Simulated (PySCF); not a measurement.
# MoO₂⁻: structure of the doublet

The task is one start of a wider search on MoO₂⁻: the doublet, from a end-on start. It is relaxed, tested by its Hessian and followed downhill if it is a saddle.

Method: PBE, basis Mo def2-SVPD with ECP28, O def2-SVPD, scalar-relativistic core potentials, no spin–orbit coupling, density fitting; program: PySCF 2.14.0.

**1. The system as given**

3 atoms, charge -1, spin multiplicity 2.

Bond lengths: Mo1–O2 2.070 Å, O2–O3 1.445 Å. Angles: Mo1–O2–O3 119.9°.

```xyz
3
charge -1 multiplicity 2
Mo    0.0000    0.0000    0.0000
O     0.0000    0.0000    2.0703
O     1.2528    0.0000    2.7903
```

**2. Finding the electronic state**

The steps below are one call of a driver around PySCF. For each, scf.py gives the equivalent set-up of the SCF; relaxations use the driver's own optimiser. After this first run the driver tries any further starts and a stability analysis.

File scf.py:

```python
from pyscf import gto, scf, dft
mol = gto.M(atom='''
Mo     0.000000     0.000000     0.000000
O      0.000000     0.000000     2.070300
O      1.252800     0.000000     2.790300''',
    basis={'Mo': 'def2-SVPD', 'O': 'def2-SVPD'},
    ecp={'Mo': 'def2-SVPD'},
    charge=-1, spin=1)
mf = dft.UKS(mol, xc='PBE')
mf.grids.atom_grid = (50, 194)
aux = {'Mo': 'def2-universal-JKFIT', 'O': 'def2-universal-JKFIT'}
mf = mf.density_fit(auxbasis=aux)
mf.conv_tol = 1e-08
mf.diis_space = 10
mf.max_cycle = 60
mf.init_guess = 'minao'
mf.verbose = 4
mf.kernel()
```

Command:

```console
> OMP_NUM_THREADS=2 python axn.py task.json out
```

What it wrote:

```text
[... the frontier levels of the middle cycles are left out ...]
init E= -210.887593151027
[... the frontier-level lines of each cycle are left out ...]
cycle= 1 E= -217.838015636096  delta_E= -6.95  |g|= 0.66  |ddm|= 2.19
cycle= 2 E= -210.967759683891  delta_E= 6.87  |g|= 2.71  |ddm|= 30.7
cycle= 3 E= -217.803731537889  delta_E= -6.84  |g|= 0.677  |ddm|= 30.3
cycle= 4 E= -213.895695842542  delta_E= 3.91  |g|= 2.38  |ddm|=  2.8
cycle= 5 E= -217.970068993087  delta_E= -4.07  |g|= 0.675  |ddm|= 2.06
cycle= 6 E= -218.04919658258  delta_E= -0.0791  |g|= 0.561  |ddm|= 1.96
cycle= 7 E= -218.153167327161  delta_E= -0.104  |g|= 0.299  |ddm|= 2.03
cycle= 8 E= -218.138243752638  delta_E= 0.0149  |g|= 0.289  |ddm|= 2.09
cycle= 9 E= -218.176392735876  delta_E= -0.0381  |g|= 0.157  |ddm|= 0.373
cycle= 10 E= -218.196641260394  delta_E= -0.0202  |g|= 0.088  |ddm|= 2.07
cycle= 11 E= -218.183039260969  delta_E= 0.0136  |g|= 0.139  |ddm|= 2.08
cycle= 12 E= -218.18858725959  delta_E= -0.00555  |g|= 0.129  |ddm|= 0.234
cycle= 13 E= -218.230234690831  delta_E= -0.0416  |g|= 0.0471  |ddm|= 1.43
cycle= 14 E= -218.232533929395  delta_E= -0.0023  |g|= 0.037  |ddm|= 0.202
[... 2 cycles left out ...]
cycle= 17 E= -218.235434441487  delta_E= -0.000426  |g|= 0.00724  |ddm|= 0.134
cycle= 18 E= -218.235355951353  delta_E= 7.85e-05  |g|= 0.017  |ddm|= 0.0528
cycle= 19 E= -218.235516715397  delta_E= -0.000161  |g|= 0.00696  |ddm|= 0.0226
cycle= 20 E= -218.235553955266  delta_E= -3.72e-05  |g|= 0.00411  |ddm|= 0.0234
cycle= 21 E= -218.235568270587  delta_E= -1.43e-05  |g|= 0.00286  |ddm|= 0.0206
cycle= 22 E= -218.235577245675  delta_E= -8.98e-06  |g|= 0.00121  |ddm|= 0.0174
cycle= 23 E= -218.235578968171  delta_E= -1.72e-06  |g|= 0.00109  |ddm|= 0.0125
cycle= 24 E= -218.235579660228  delta_E= -6.92e-07  |g|= 0.00083  |ddm|= 0.008
cycle= 25 E= -218.235580356549  delta_E= -6.96e-07  |g|= 0.000225  |ddm|= 0.00297
cycle= 26 E= -218.235580540892  delta_E= -1.84e-07  |g|= 0.000231  |ddm|= 0.00183
cycle= 27 E= -218.235580828304  delta_E= -2.87e-07  |g|= 0.000123  |ddm|= 0.00391
cycle= 28 E= -218.235580862527  delta_E= -3.42e-08  |g|= 0.000126  |ddm|= 0.00138
cycle= 29 E= -218.235580880132  delta_E= -1.76e-08  |g|= 2.06e-05  |ddm|= 0.000833
cycle= 30 E= -218.235580881172  delta_E= -1.04e-09  |g|= 1.1e-05  |ddm|= 0.000211
Extra cycle  E= -218.235580877233  delta_E= 3.94e-09  |g|= 8.8e-05  |ddm|= 0.000142
converged SCF energy = -218.235580877233  <S^2> = 2.0072717  2S+1 = 3.0048439
```

This step, with its further starts and checks, ran for 25 s (2 threads of Arm Neoverse V1, shared host).

Energies from each starting density:

| start | energy (Eh) |
| --- | --- |
| the minimal-basis guess | -218.235581 |
| a thermally smeared density | -218.236094 |
| a smeared PBE density | -218.236033 |

This is not the lowest solution: one lies 1.3 kJ/mol lower, at -218.23609 Eh, and the relaxation starts from that.

**3. Relaxation: end-on start, doublet**

The program finds Cs symmetry in the start, which this walk keeps. Threshold on the gradient: 0.0003 Eh/bohr, with a further test on the energy change.

scf.py: that of step 2 with these lines changed.

```diff
@@ -3,3 +3,3 @@
-Mo     0.000000     0.000000     0.000000
-O      0.000000     0.000000     2.070300
-O      1.252800     0.000000     2.790300''',
+Mo    -0.154266     0.000000    -0.598520
+O     -0.154266     0.000000     1.471780
+O      1.098534     0.000000     2.191780''',
@@ -16 +15,0 @@
-mf.init_guess = 'minao'
```

The optimiser's trace:

| step | energy (Eh) | change (kJ/mol) | largest symmetric gradient (Eh/bohr) |
| --- | --- | --- | --- |
| 0 | -218.236094 | 0.00 | 0.06483 |
| 1 | -218.255652 | -51.35 | 0.04574 |
| 2 | -218.258164 | -57.94 | 0.06321 |
| 3 | -218.263366 | -71.60 | 0.01638 |
| 4 | -218.264327 | -74.13 | 0.00583 |
| 5 | -218.264907 | -75.65 | 0.00847 |
| 6 | -218.265070 | -76.08 | 0.00488 |
| 7 | -218.265134 | -76.24 | 0.00047 |
| 8 | -218.265135 | -76.25 | 0.00009 |

The walk took 18 s.

After 8 steps and 76.2 kJ/mol it ends at Cs: Mo–O 1.784 Å, O–O 1.341 Å; Mo–O–O 145.6°.

**4. Is it a minimum? Harmonic modes**

On the finer grid the gradient is checked again; gradients at displacements of ±0.02 bohr then give force constants and infrared intensities.

scf.py: that of step 3 with these lines changed.

```diff
@@ -3,3 +3,3 @@
-Mo    -0.154266     0.000000    -0.598520
-O     -0.154266     0.000000     1.471780
-O      1.098534     0.000000     2.191780''',
+Mo    -0.185550     0.000000    -0.552634
+O      0.104435     0.000000     1.207047
+O      1.031236     0.000000     2.176251''',
@@ -10 +10 @@
-mf.grids.atom_grid = (50, 194)
+mf.grids.atom_grid = (75, 302)
@@ -13 +13 @@
-mf.conv_tol = 1e-08
+mf.conv_tol = 1e-10
```

The driver hands on the density of the step before, so the log starts near convergence.

SCF at the final geometry:

```text
init E= -218.265102004477
[... the frontier-level lines of each cycle are left out ...]
cycle= 1 E= -218.265102003912  delta_E= 5.65e-10  |g|= 3.45e-05  |ddm|= 5.23e-05
cycle= 2 E= -218.265101960365  delta_E= 4.35e-08  |g|= 0.000297  |ddm|= 0.000343
cycle= 3 E= -218.265102004331  delta_E= -4.4e-08  |g|= 1.62e-05  |ddm|= 0.000344
cycle= 4 E= -218.265102004518  delta_E= -1.87e-10  |g|= 1.65e-06  |ddm|= 6.27e-05
cycle= 5 E= -218.265102004521  delta_E= -2.9e-12  |g|= 9.05e-07  |ddm|= 4.96e-06
Extra cycle  E= -218.265102004521  delta_E= -6.25e-13  |g|= 2.34e-06  |ddm|= 1.16e-05
converged SCF energy = -218.265102004521  <S^2> = 1.84457  2S+1 = 2.8945259
```

The whole step took 39 s.

Geometry: Cs; Mo–O 1.783 Å, O–O 1.341 Å; Mo–O–O 145.6°.

Modes, for the most abundant isotopes:

| symmetry | ω (cm⁻¹) | IR (km/mol) |
| --- | --- | --- |
| a' | 212 | 0.7 |
| a' | 586 | 50.6 |
| a' | 976 | 330 |

No imaginary mode, so this is a minimum.

Constants and moments:

```
Dipole moment about the centre of mass                          : 1.80 D
Highest occupied level                                          : 0.88 eV
Lowest empty level                                              : 1.52 eV
Rotational constants                                            : 7.059, 0.1146, 0.1128 cm⁻¹
Zero-point energy                                               : 10.6 kJ/mol
Principal polarisabilities                                      : 136.7, 153.1, 189.4 bohr³
Principal traceless quadrupole moments about the centre of mass : -15.64, 7.61, 8.03 D Å
Entropy at 298.15 K and 1 bar (electronic part: spin only)      : 279.9 J/(mol K)
Heat capacity Cp at 298.15 K                                    : 47.0 J/(mol K)
Enthalpy at 298.15 K above 0 K                                  : 11.89 kJ/mol
Rotational symmetry number                                      : 1
Spin squared ⟨S²⟩                                               : 1.845
```

Populations by atom (charges in e):

| atom | Mulliken | Löwdin | polar tensor | spin (Mulliken) | Mayer order to Mo1 |
| --- | --- | --- | --- | --- | --- |
| Mo1 | -0.70 | 0.03 | -0.60 | 1.33 | – |
| O2 | -0.01 | -0.73 | 0.38 | -0.20 | 0.52 |
| O3 | -0.29 | -0.30 | -0.79 | -0.13 | 0.33 |

Outer orbital energies (eV). α occupied: -7.16, -5.93, -5.91, -0.82, -0.78, -0.03, 0.02, 0.09; empty: 1.52, 1.59, 2.17, 3.12. β occupied: -14.59, -7.34, -6.16, -6.12, -0.88, -0.86, 0.63, 0.88; empty: 1.79, 1.79, 1.97, 2.29.

Mulliken populations on Mo1 (outside its core potential): s 4.10, p 6.15, d 4.44, f 0.02.

**5. Outcome**

```
                                          quantity                                     value
                                           minimum            broken-symmetry (Ms = 1/2), Cs
                                          geometry  Mo–O 1.783 Å, O–O 1.341 Å; Mo–O–O 145.6°
                                wavenumbers (cm⁻¹)              212 (a'), 586 (a'), 976 (a')
                    dipole moment (centre of mass)                                    1.80 D
highest occupied, lowest empty level (either spin)                             0.88, 1.52 eV
                        polar-tensor charge of Mo1                                   -0.60 e
                                 zero-point energy                               10.6 kJ/mol
                               entropy at 298.15 K                           279.9 J/(mol K)
                                              ⟨S²⟩                                     1.845
```

**Reading.** The molecule stays Cs, as typed, and the end point is a minimum. The determinant is spin-contaminated (⟨S²⟩ = 1.84 against 0.75), so it is no pure spin state. In the infrared the band at 976 cm⁻¹ (a') leads. The first SCF alone would have been 1 kJ/mol too high. Only this shape and spin were tried, so other structures or states may lie lower. A highest occupied level above zero is common for anions with such functionals; it warns that the extra electron is poorly described. One determinant may miss the lowest occupation of an open d or f shell.

The search up to here took 83 s.
